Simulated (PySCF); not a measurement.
# C2H6BClO: the cost of one run

The runs use PySCF 2.14.0, with density-fitted response routines of our own; the level of theory stands in each step. All values are computed, except where a source is named. Atoms are numbered from 0 throughout.

### 1 The molecule as given

11 atoms, charge 0, multiplicity 1; geometry from: GFN2-xTB. The atoms were then displaced at random by about 0.01 Å, so the start is not that level's minimum.

Bonds of the start (Å): C0–O1 1.44, O1–B2 1.34, B2–C3 1.56, B2–Cl4 1.73, C0–H5 1.09, C0–H6 1.08, C0–H7 1.06, C3–H8 1.11, C3–H9 1.12, C3–H10 1.07.

### 2 Optimising the geometry at PBE0-D3(BJ)/def2-SVP

What the job is given:

```
{"job": {"xc": "PBE0", "basis": "def2-SVP", "d3": "d3bj", "grid": 1, "shake": 0.01, "kind": "geom"}, "charge": 0, "multiplicity": 1}
C      1.685730    -0.275110    -0.270330
O      0.815520     0.868850    -0.190600
B     -0.511890     0.881660     0.017510
C     -1.414440    -0.366600     0.251150
Cl    -1.170130     2.480540     0.069370
H      1.948800    -0.388230    -1.320870
H      2.568710    -0.043840     0.316120
H      1.197560    -1.148440     0.094140
H     -1.482260    -0.623770     1.331340
H     -2.471240    -0.154380    -0.036080
H     -1.128260    -1.256510    -0.277410
```

Started as:

```sh
OMP_NUM_THREADS=1 python probes_run.py task.json out
```

The driver reads the jobs from task.json and runs them one after another.

Q: Estimate the wall time and peak memory of this first job on 1 thread of Arm Neoverse V1, shared host.

About 23 s, with a peak of 0.42 GiB.
